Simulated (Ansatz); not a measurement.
**[NbO2Cl2]- (NbCl₂O₂−): structure and electronic state**

What does [NbO2Cl2]- (NbCl₂O₂−) look like as a singlet, and where do its frontier electrons sit?

Method: RKS PBE0-D4/def2-TZVPD; program: Ansatz 0.2.0, Gaussian basis.

Plan: relaxation at PBE0-D4/def2-SVPD; a search for the lowest solution at PBE0-D4/def2-SVP; a single point at PBE0-D4/def2-TZVPD; harmonic vibrations at PBE0-D4/def2-SVPD.

1 further run of the same task is left out (set aside as unsound or not needed). Runs told in other sessions of the task aren't counted.

### Step 1. The system as given

5 atoms, charge -1, spin multiplicity 1.

Atoms are counted from 1 here; the program's logs count them from 0.

Bond lengths: Nb1–O2 1.703 Å, Nb1–O3 1.703 Å, Nb1–Cl4 2.275 Å, Nb1–Cl5 2.276 Å. Angles: O2–Nb1–O3 114.2°, O2–Nb1–Cl4 109.0°, O2–Nb1–Cl5 108.9°, O3–Nb1–Cl4 108.9°, O3–Nb1–Cl5 108.8°, Cl4–Nb1–Cl5 106.8°.

Formally the metal is d0. Nb takes a core potential in the def2 sets. No spin-orbit coupling is included. The ion is computed in the gas phase, without counter-ions or solvent.

The start is a GFN2-xTB geometry.

### Step 2. Relaxation at PBE0-D4/def2-SVPD

The input, in.yaml:

```yaml
crystal:
  periodic: [false, false, false]
  atoms:
    - {symbol: Nb, position_ang: [0.141500, 0.000190, 0.099640]}
    - {symbol: O, position_ang: [0.078910, -0.015740, 1.801750]}
    - {symbol: O, position_ang: [1.719280, 0.008820, -0.541800]}
    - {symbol: Cl, position_ang: [-0.975410, 1.829420, -0.663800]}
    - {symbol: Cl, position_ang: [-0.964280, -1.822690, -0.695790]}
basis:
  gaussian: {orbitals: def2-SVPD}
total_charge: -1
hamiltonian: {xc: pbe0, dispersion: d4}
scf: {lower_state_search: "off"}
output: {orbitals: {seedname: orbitals}}
relax: {f_tol: 0.02, max_steps: 100}
```

Run with:

```sh
$ ansatz run in.yaml --threads 4 --pin off --events-out ev --progress --plain --max-ram 3916MiB
```

The runs that follow: Searching for the lowest solution, PBE0-D4/def2-SVP; Single point, PBE0-D4/def2-TZVPD; Vibrations by finite differences.

Before running them: what should the planned runs give, taken together? Wanted: point group; near neighbours of the metal; HOMO, LUMO at PBE0-D4/def2-TZVPD; charge on the metal; lowest, highest wavenumber.

The runs gave:

| quantity | value |
| --- | --- |
| point group | C2v |
| near neighbours of the metal | O 1.73, O 1.73, Cl 2.41, Cl 2.41 Å |
| HOMO, LUMO at PBE0-D4/def2-TZVPD | -3.70, 2.70 eV |
| charge on the metal (Mulliken, PBE0-D4/def2-TZVPD) | +1.92 e |
| lowest, highest wavenumber | 95, 990 cm⁻¹ |

In words: The molecule keeps its bonding pattern by the stored test; the atoms moved 0.11 Å (rms). The metal has 4 near neighbours by the distance rule, from 1.73 to 2.41 Å. The Mulliken charge of the metal, +1.92 e, depends on the basis and isn't its oxidation state. All wavenumbers are real: a minimum at this level. Whether this spin is the lowest isn't tested here.
